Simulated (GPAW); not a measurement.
Runs of GPAW 26.7.0 on Cu3Ge. It takes space group P-6m2 (No. 187, hexagonal). The conventional cell has a = 2.728 Å, b = 2.728 Å, c = 8.269 Å, α = 90.00°, β = 90.00°, γ = 120.00°. Ge (site symmetry -6m2) has 6 Cu at 2.65 Å and 6 Ge at 2.73 Å as nearest neighbours. Cu (site symmetry 3m) is surrounded by 9 Cu at 2.55 to 2.73 Å and 3 Ge at 2.65 Å. Around Cu (site symmetry -6m2) lie 12 Cu at 2.55 to 2.73 Å. The cell comes from a database or a generator and needn't be the stable form of this composition.

```tsv
task	level	potentials or basis	cell	k mesh	band path	band points	gap on the mesh (eV)	pressure (GPa)	largest force (eV/Å)
band structure	LDA	the program's PAW data sets (release 1.2.1) made for this functional, pw	as given	9 × 9 × 3	GMKGALHA,LM,KH	100	-	-9.1	(a)
band structure	PBEsol	PAW data sets generated in the run's folder for this functional, pw	as given	9 × 9 × 3	GMKGALHA,LM,KH	100	-	(b)	0.04
single point	PBEsol	PAW data sets generated in the run's folder for this functional, pw	as given	11 × 11 × 4	-	-	none	-4.5	0.02
single point	PBEsol	PAW data sets generated in the run's folder for this functional, pw	atoms moved at random, drawn with an rms of 0.05 Å	11 × 11 × 4	-	-	none	-3.9	0.50
```

Alike in all rows: no spin polarisation; cutoff (eV) 600; smearing fermi-dirac 0.05 eV.

Question: Fill in the values left out.

Answer: (a) 0.13; (b) -4.3.

Caveats: with this Cu data set, volumes or pressures lay over 1.5 % or 2 GPa off other programs in two to four cells of ten.

A k mesh can miss the band edges, and the runs leave out spin-orbit coupling on Ge.

A gap of «none» marks a metal or a gap under the smearing width.
